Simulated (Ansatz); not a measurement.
# AlSbH3F (SMILES [F][AlH][SbH2]) at wB97M-V/def2-SVP (core potential)

Aim: the energy change on altering one bond length of AlSbH3F at wB97M-V/def2-SVP (core potential), from 2 runs. 

The results are computed with Ansatz 0.2.0.

60 further runs of the same task are left out: 60 set aside as unsound or not needed.

## (1) The molecule

AlSbH3F: 6 atoms, total charge 0, spin state singlet. SMILES: `[F][AlH][SbH2]`. Geometry: relaxed at PBE0-D4/def2-TZVP. This is one conformer, not always the lowest.

Bond lengths: F1–Al2 1.653 Å, Al2–Sb3 2.636 Å, Al2–H4 1.582 Å, Sb3–H5 1.710 Å, Sb3–H6 1.709 Å. Angles: F1–Al2–Sb3 116.3°, F1–Al2–H4 116.4°, Sb3–Al2–H4 127.3°, Al2–Sb3–H5 88.3°, Al2–Sb3–H6 87.8°, H5–Sb3–H6 91.6°.

## (2) The energy at wB97M-V/def2-SVP (core potential)

input.yaml

```yaml
crystal:
  periodic: [false, false, false]
  atoms:
    - {symbol: F, position_ang: [-1.114600, -1.632400, 1.262300]}
    - {symbol: Al, position_ang: [-0.336100, -1.039300, -0.069800]}
    - {symbol: Sb, position_ang: [1.279900, 1.003700, 0.334800]}
    - {symbol: H, position_ang: [-0.594800, -1.800700, -1.431700]}
    - {symbol: H, position_ang: [0.842100, 1.592000, -1.209900]}
    - {symbol: H, position_ang: [-0.034400, 1.812900, 1.068100]}
basis:
  gaussian:
    orbitals: def2-SVP
hamiltonian:
  xc: {name: wB97M-V}
accuracy: high
output:
  orbitals: {seedname: orbitals}
```

Launch:

```bash
ansatz run input.yaml --threads 1 --pin off --max-ram 3480MiB --events-out events.jsonl --progress --plain --runs-dir runs
```

Standard output:

```text
Warning: RAYON_NUM_THREADS=1 ignored (pool sized by the plan → 1); use --threads N
Functional definition: wB97M-V
  name "wB97M-V"
  parameter omega = 0.3/bohr
  parameter cx = 0.15
  parameter cx01 = 1.007
  parameter cx10 = 0.259
  parameter css00 = 0.443
  parameter css04 = -1.437
  parameter css10 = -4.535
  parameter css20 = -3.390
  parameter css43 = 4.278
  parameter cos00 = 1.000
  parameter cos10 = 1.358
  parameter cos20 = 2.924
  parameter cos21 = -8.812
  parameter cos60 = -1.390
  parameter cos61 = 9.142
  parameter b = 6.0
  parameter c = 0.01
  gx(w, u) = 1 - cx + cx01*u + cx10*w
  gss(w, u) = css00 + css04*u^4 + css10*w + css20*w^2 + css43*w^4*u^3
  gos(w, u) = cos00 + cos10*w + (cos20 + cos21*u)*w^2 + (cos60 + cos61*u)*w^6
  exchange = spin_sum(e_x_unif_sr(omega)*gx(b97_w, b97_u_x)) + cx*exact_x_sr(omega) + exact_x_lr(omega)
  correlation = spin_sum(e_c_pw_mod_same_spin*gss(b97_w, b97_u_same))
      + integral(e_c_pw_mod_opposite_spin*gos(b97_w_opposite, b97_u_opposite)) + vv10(b, c)
1642 factors; integrals over basis functions are off by at most 3.6e-9 eV
360 factors; integrals over basis functions are off by at most 2.3e-9 eV
mean field evaluation 1: about -15893.0081 eV, gradient 3.4e1 eV
mean field evaluation 2: about -15892.5441 eV, gradient 4.2e1 eV
mean field evaluation 4: about -15895.1217 eV, gradient 1.2e0 eV
mean field evaluation 8: about -15895.1830 eV, gradient 8.9e-2 eV
mean field evaluation 16: about -15895.1830 eV, gradient 3.9e-5 eV
mean field -15895.18302331 eV, -584.1372019646 hartree, gradient 4.6e-8 eV, S^2 0.000000; 0 other end points of the search recorded, 0 dependent functions left out
reference -15895.18302804 eV, -584.1372021386 hartree; 24, 24 occupied and 49, 49 virtual orbitals, 1642 factors
Total energy: -15895.18302804 eV, -584.1372021386 hartree
```

Run time: 79 s. Hardware: 1 thread of Arm Neoverse V1, shared host; peak memory 0.51 GiB.

## (3) The distorted shape

in.yaml

```yaml
crystal:
  periodic: [false, false, false]
  atoms:
    - {symbol: F, position_ang: [-0.907634, -1.023262, 2.351853]}
    - {symbol: Al, position_ang: [-0.129134, -0.430162, 1.019753]}
    - {symbol: Sb, position_ang: [1.486866, 1.612838, 1.424353]}
    - {symbol: H, position_ang: [-0.594800, -1.800700, -1.431700]}
    - {symbol: H, position_ang: [1.049066, 2.201138, -0.120347]}
    - {symbol: H, position_ang: [0.172566, 2.422038, 2.157653]}
basis:
  gaussian: {orbitals: def2-SVP}
hamiltonian: {xc: {name: wB97M-V}}
accuracy: high
output: {orbitals: {seedname: orbitals}}
```

Launch:

```bash
ansatz run in.yaml --threads 1 --pin off --max-ram 3480MiB --events-out events.jsonl --progress --plain --runs-dir runs
```

Standard output (excerpt; [...] marks lines left out):

```text
Warning: RAYON_NUM_THREADS=1 ignored (pool sized by the plan → 1); use --threads N
Functional definition: wB97M-V
  name "wB97M-V"
[...]
  gx(w, u) = 1 - cx + cx01*u + cx10*w
  gss(w, u) = css00 + css04*u^4 + css10*w + css20*w^2 + css43*w^4*u^3
  gos(w, u) = cos00 + cos10*w + (cos20 + cos21*u)*w^2 + (cos60 + cos61*u)*w^6
[...]
      + integral(e_c_pw_mod_opposite_spin*gos(b97_w_opposite, b97_u_opposite)) + vv10(b, c)
1619 factors; integrals over basis functions are off by at most 6.4e-9 eV
368 factors; integrals over basis functions are off by at most 1.8e-9 eV
[...]
mean field -15892.14847205 eV, -584.0256842626 hartree, gradient 6.8e-8 eV, S^2 0.000000; 0 other end points of the search recorded, 0 dependent functions left out
reference -15892.14847709 eV, -584.0256844481 hartree; 24, 24 occupied and 49, 49 virtual orbitals, 1619 factors
Total energy: -15892.14847709 eV, -584.0256844481 hartree
```

Wall time 85 s (1 thread of Arm Neoverse V1, shared host); peak memory 0.5 GiB.

## (4) Summary of results

Level: wB97M-V/def2-SVP (core potential).

| quantity | value |
| --- | --- |
| first shape: total energy | -584.13720 Eh |
| first shape: HOMO energy | -9.04 eV |
| first shape: LUMO energy | 0.35 eV |
| first shape: HOMO–LUMO gap | 9.39 eV |
| distorted shape: total energy | -584.02568 Eh |
| distorted shape: HOMO energy | -8.11 eV |
| distorted shape: LUMO energy | -1.20 eV |
| distorted shape: HOMO–LUMO gap | 6.91 eV |
| energy change with the Al2–H4 bond stretched from 1.582 to 2.847 Å | 3.035 eV |

**Reading.** With the Al2–H4 bond stretched from 1.582 to 2.847 Å the energy rises by 3.03 eV (293 kJ/mol). The first shape isn't relaxed at this level, so the change isn't measured from a minimum.
